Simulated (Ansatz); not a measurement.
# AlH₆OPSi: up Jacob's ladder to CCSD(T)

An exercise on one series of results from a longer session: the logs are not shown, and one member is left open.

The runs use Ansatz 0.2.0, Gaussian basis; functionals in def2-TZVPP, the program's frozen cores in correlated methods.

Levels to be run: LDA (SPW92), PBE-D4, revPBE-D4, BLYP-D4, r2SCAN-D4, B97M-V, PBE0-D4, B3LYP-D4, r2SCANh-D4, r2SCAN0-D4, HSE06-D4, BHLYP-D4, CAM-B3LYP-D4, LC-ωPBE, ωB97X-V, ωB97M-V, B2PLYP, PBE-QIDH; CCSD(T)/def2-SVP; CCSD(T)/def2-TZVPP; MP2/def2-QZVPP; extrapolation to the limit; RPA on PBE.

### The relaxed structure

An earlier PBE0-D4 in a triple-zeta def2 set relaxation fixed the geometry.

10 atoms, charge 0, spin multiplicity 1.

Atoms are counted from 1 here; the program's logs count them from 0.

Bond lengths: Al1–O2 1.769 Å, Al1–P3 2.479 Å, Al1–H5 1.579 Å, Al1–H6 1.579 Å, O2–P3 1.633 Å, P3–Si4 2.258 Å, P3–H7 1.422 Å, Si4–H8 1.485 Å, Si4–H9 1.487 Å, Si4–H10 1.483 Å. Angles: O2–Al1–P3 41.1°, O2–Al1–H5 116.9°, O2–Al1–H6 117.0°, P3–Al1–H5 113.5°, P3–Al1–H6 113.0°, H5–Al1–H6 125.2°, Al1–O2–P3 93.5°, Al1–P3–O2 45.4°, Al1–P3–Si4 132.1°, Al1–P3–H7 123.1°, O2–P3–Si4 105.4°, O2–P3–H7 104.8°, Si4–P3–H7 98.1°, P3–Si4–H8 110.8°, P3–Si4–H9 106.9°, P3–Si4–H10 108.1°, H8–Si4–H9 110.5°, H8–Si4–H10 110.2° and more.

Coordinates:

```xyz
10

Al    0.0985    2.3646   -0.2140
O     0.4302    0.8217   -1.0129
P     0.6209    0.0190    0.3964
Si   -0.5392   -1.9026    0.1531
H    -1.4185    2.7483   -0.0009
H     1.3218    3.3422   -0.0081
H     1.9319   -0.5278    0.3278
H    -0.1717   -2.5830   -1.1149
H    -0.2055   -2.7611    1.3199
H    -1.9851   -1.5725    0.1566
```

The first run:

Input file in.yaml:

```yaml
crystal:
  periodic: [false, false, false]
  atoms:
    - {symbol: Al, position_ang: [0.098451, 2.364610, -0.214023]}
    - {symbol: O, position_ang: [0.430159, 0.821743, -1.012859]}
    - {symbol: P, position_ang: [0.620908, 0.018993, 0.396419]}
    - {symbol: Si, position_ang: [-0.539170, -1.902627, 0.153059]}
    - {symbol: H, position_ang: [-1.418518, 2.748344, -0.000870]}
    - {symbol: H, position_ang: [1.321772, 3.342187, -0.008116]}
    - {symbol: H, position_ang: [1.931875, -0.527833, 0.327774]}
    - {symbol: H, position_ang: [-0.171718, -2.583009, -1.114941]}
    - {symbol: H, position_ang: [-0.205473, -2.761052, 1.319918]}
    - {symbol: H, position_ang: [-1.985085, -1.572456, 0.156641]}
basis:
  gaussian: {orbitals: def2-TZVPP}
hamiltonian: {xc: lda}
output: {orbitals: {seedname: orbitals}}
```

The run is started by

```
$ ansatz run in.yaml --threads 2 --pin off --events-out ev --progress --plain --max-ram 4352MiB
```

Among the steps run: LDA; PBE-D4 (GGA); revPBE-D4 (GGA); BLYP-D4 (GGA); r2SCAN-D4 (meta-GGA); B97M-V (meta-GGA); B3LYP-D4 (hybrid); r2SCANh-D4 (hybrid); r2SCAN0-D4 (hybrid); HSE06-D4 (hybrid); BHLYP-D4 (hybrid); CAM-B3LYP-D4 (range-separated); LC-ωPBE (range-separated); ωB97X-V (range-separated); ωB97M-V (range-separated); B2PLYP (double hybrid); PBE-QIDH (double hybrid).

One of the session's tables, all rows but one given; the rest of the session is left out.

It belongs to the step «Orbital energies across the functionals». 

```
  functional  HOMO (eV)  gap (eV)
 LDA (SPW92)      -6.13      3.81
      PBE-D4      -6.01      3.91
   revPBE-D4      -5.96      3.95
     BLYP-D4      -5.86      3.95
   r2SCAN-D4      -6.24      4.37
      B97M-V      -6.40      4.44
     PBE0-D4      -7.14      5.87
    B3LYP-D4      -6.93      5.51
  r2SCANh-D4          ?         ?
  r2SCAN0-D4      -7.30      6.17
    HSE06-D4      -6.75      5.11
    BHLYP-D4      -8.16      7.83
CAM-B3LYP-D4      -8.41      8.19
     LC-ωPBE      -9.71     10.53
     ωB97X-V      -9.39     10.14
     ωB97M-V      -9.24      9.73
```

Q: Estimate the row for r2SCANh-D4 from the others.

Worked estimate for «HOMO (eV)». Against the share of exact exchange, r2SCAN-D4 (0, -6.24), r2SCAN0-D4 (0.25, -7.30) give a slope of -4.24 per unit share; at 0.1 the line stands at -6.66.

As computed: HOMO (eV): -6.66; gap (eV): 5.09. In «HOMO (eV)» the line misses by 0.00.
